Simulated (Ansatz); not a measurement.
This script for an atomisation energy of CH7ClGeSi, SMILES [SiH3][GeH2][CH2]Cl with the Python package of Ansatz (0.2.0) holds a mistake.

The script, `ch7clgesi.py`:
```python
from collections import Counter

import ansatz as az


def energy(molecule, charge=0, unpaired=0):
    calc = molecule.calculation().basis(gaussian='def2-TZVP').correlation('MP2')
    if charge:
        calc = calc.charge(charge)
    if unpaired:
        calc = calc.spin('collinear', total=unpaired)
    report = calc.report
    if report['published_state_doubts']:
        print('  doubts:', report['published_state_doubts'])
    return report['free_energy_ev']

GEOMETRY = '''
Si   -0.89040    1.50040   -0.04880
Ge   -0.19210   -0.49170    0.74510
C     1.16020   -1.18490   -0.44580
Cl    0.57500   -1.49410   -2.04240
H     0.18830    2.48280   -0.13860
H    -1.98000    2.08910    0.83240
H    -1.46790    1.36050   -1.40500
H    -1.33050   -1.47380    0.80250
H     0.40460   -0.27330    2.20780
H     2.01380   -0.44190   -0.49790
H     1.58440   -2.13000    0.01120
'''


def main() -> None:
    geometry = az.Crystal.molecule()
    for line in GEOMETRY.strip().splitlines():
        symbol, *xyz = line.split()
        geometry = geometry.atom(symbol, [float(v) for v in xyz])

    unpaired = {'Si': 2, 'Ge': 2, 'C': 2, 'Cl': 1, 'H': 1}
    counts = Counter(site.symbol for site in geometry.cartesian_sites)
    atom_energy = {s: energy(az.Crystal.molecule().atom(s, (0, 0, 0)), 0, unpaired[s]) for s in counts}
    whole = energy(geometry, 0, 0)
    for s, e in atom_energy.items():
        print(f'{s:2s} x{counts[s]}  {e:14.5f} eV')
    print(f'CH7ClGeSi: {whole:.5f} eV')
    split = sum(counts[s] * e for s, e in atom_energy.items()) - whole
    print(f'atomisation energy (no zero-point term): {split:.3f} eV, {split / sum(counts.values()):.3f} eV an atom')


if __name__ == '__main__':
    main()
```

```console
$ python ch7clgesi.py
Traceback (most recent call last):
  File "ch7clgesi.py", line 50, in <module>
    main()
    ~~~~^^
  File "ch7clgesi.py", line 40, in main
    atom_energy = {s: energy(az.Crystal.molecule().atom(s, (0, 0, 0)), 0, unpaired[s]) for s in counts}
                      ~~~~~~^^^^^^^^^^^^^^^^^^^^^^^^^^^^^^^^^^^^^^^^^^^^^^^^^^^^^^^^^^
  File "ch7clgesi.py", line 12, in energy
    report = calc.report
             ^^^^^^^^^^^
AttributeError: 'Calculation' object has no attribute 'report'
$ echo $?
1
```

Why does it end like this?

The fault: the calculation is never run. The change:

Script `ch7clgesi.py`:
```python
from collections import Counter

import ansatz as az


def energy(molecule, charge=0, unpaired=0):
    calc = molecule.calculation().basis(gaussian='def2-TZVP').correlation('MP2')
    if charge:
        calc = calc.charge(charge)
    if unpaired:
        calc = calc.spin('collinear', total=unpaired)
    report = calc.run().report
    if report['published_state_doubts']:
        print('  doubts:', report['published_state_doubts'])
    return report['free_energy_ev']

GEOMETRY = '''
Si   -0.89040    1.50040   -0.04880
Ge   -0.19210   -0.49170    0.74510
C     1.16020   -1.18490   -0.44580
Cl    0.57500   -1.49410   -2.04240
H     0.18830    2.48280   -0.13860
H    -1.98000    2.08910    0.83240
H    -1.46790    1.36050   -1.40500
H    -1.33050   -1.47380    0.80250
H     0.40460   -0.27330    2.20780
H     2.01380   -0.44190   -0.49790
H     1.58440   -2.13000    0.01120
'''


def main() -> None:
    geometry = az.Crystal.molecule()
    for line in GEOMETRY.strip().splitlines():
        symbol, *xyz = line.split()
        geometry = geometry.atom(symbol, [float(v) for v in xyz])

    unpaired = {'Si': 2, 'Ge': 2, 'C': 2, 'Cl': 1, 'H': 1}
    counts = Counter(site.symbol for site in geometry.cartesian_sites)
    atom_energy = {s: energy(az.Crystal.molecule().atom(s, (0, 0, 0)), 0, unpaired[s]) for s in counts}
    whole = energy(geometry, 0, 0)
    for s, e in atom_energy.items():
        print(f'{s:2s} x{counts[s]}  {e:14.5f} eV')
    print(f'CH7ClGeSi: {whole:.5f} eV')
    split = sum(counts[s] * e for s, e in atom_energy.items()) - whole
    print(f'atomisation energy (no zero-point term): {split:.3f} eV, {split / sum(counts.values()):.3f} eV an atom')


if __name__ == '__main__':
    main()
```

The mended script runs so:

```console
$ python ch7clgesi.py
Si x1     -7861.52477 eV
Ge x1    -56477.31752 eV
C  x1     -1027.46354 eV
Cl x1    -12507.22711 eV
H  x7       -13.60052 eV
CH7ClGeSi: -78001.24787 eV
atomisation energy (no zero-point term): 32.511 eV, 2.956 eV an atom
```

Reading the output:
- Total energies depend on the basis set; only differences at equal settings carry meaning.
- The geometry is a force-field or estimated start, not a minimum of this method, and the basis set is short of its limit. All parts are taken at fixed geometry, without zero-point energy.
- Wall time of the script: 12 s on 1 thread of Intel(R) Xeon(R) Platinum 8259CL CPU @ 2.50GHz (Skylake/Cascade Lake) (shared host), peak memory 0.49 GiB.
